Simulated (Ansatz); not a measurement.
Crystal: Ta4NiO11.

```
CELL_PARAMETERS angstrom
5.29285 -0.00032 -0.02518
-0.04190 5.33569 0.02340
-0.47620 -0.07999 7.89609
ATOMIC_POSITIONS crystal
Ta 0.52261 0.46364 0.51843
Ta 0.55532 0.53163 0.98083
Ta 0.02338 0.98832 0.50961
Ta 0.04916 0.02484 0.01689
Ni 0.06538 0.57998 0.26898
O 0.96711 0.93834 0.23892
O 0.21005 0.28324 0.42990
O 0.27287 0.71995 0.06145
O 0.33888 0.23820 0.03682
O 0.30665 0.75341 0.45874
O 0.50103 0.44858 0.74991
O 0.70564 0.16332 0.48732
O 0.73302 0.83358 0.94060
O 0.85284 0.36497 0.07896
O 0.81889 0.65561 0.47584
O 0.07718 0.01239 0.74680
```

The cell was built by a generator and needn't be a form met in nature.

| Property | Result |
| --- | --- |
| Program | Ansatz 0.2.0 |
| Task | relaxation of cell and atoms |
| Functional | r2SCAN |
| Dispersion | rVV10 |
| Potentials or basis | Ansatz PAW |
| Cutoff | 500 eV (not typed: the program's choice for these potentials) |
| k mesh | 4 × 4 × 3 |
| Occupations | fermi-dirac, width 0.05 eV |
| Spin | collinear spin, ferromagnetic start |
| Starting moments | [0.0, 0.0, 0.0, 0.0, 1.0, 0.0, 0.0, 0.0, 0.0, 0.0, 0.0, 0.0, 0.0, 0.0, 0.0, 0.0] μB |

At the start: volume 13.93 Å³/atom.

Task: How do energy, volume and symmetry change on relaxing?

Result: It ends after 12 steps and the volume is 13.25 Å³/atom (-4.9 %); space group P1 (No. 1, to 0.05 Å); moment 2.00 μB per cell.

Step by step:
```tsv
step	energy change (eV)	largest force (eV/Å)	volume (Å³)
1	0.0000	0.2828	222.94
2	-0.1430	0.2858	214.86
3	-0.1615	0.1093	214.23
4	-0.1715	0.0994	212.92
5	-0.1738	0.1416	212.50
6	-0.1771	0.0644	212.26
7	-0.1776	0.1392	212.07
8	-0.1787	0.0627	212.10
9	-0.1789	0.0234	212.08
10	-0.1790	0.0187	212.05
11	-0.1790	0.0038	212.07
12	-0.1723	0.0040	212.07
```

Final structure:
```
CELL_PARAMETERS angstrom
5.22021 -0.00823 -0.03341
-0.04934 5.26098 0.02405
-0.48264 -0.07654 7.72482
ATOMIC_POSITIONS crystal
Ta 0.52296 0.46213 0.51869
Ta 0.55383 0.53840 0.98047
Ta 0.02615 0.98655 0.50827
Ta 0.04976 0.03266 0.01638
Ni 0.06655 0.57574 0.26646
O 0.95004 0.93003 0.23683
O 0.20987 0.28242 0.42212
O 0.27224 0.72323 0.06384
O 0.34516 0.24025 0.05222
O 0.31471 0.75617 0.45270
O 0.47790 0.43945 0.75091
O 0.70446 0.15780 0.48924
O 0.72989 0.83876 0.92936
O 0.85663 0.36838 0.07631
O 0.82911 0.64949 0.48662
O 0.09074 0.01854 0.74959
```

Caveat: the magnetic or orbital state may not be the lowest; the plane-wave basis is chosen anew once the cell has moved, so the energies of steps on either side of that aren't comparable; a cell with one magnetic atom can't hold antiferromagnetic order, which such compounds often take; the PAW data sets come from PBE, with cores solved anew for the run's functional, which leaves a small shift of forces and pressure.
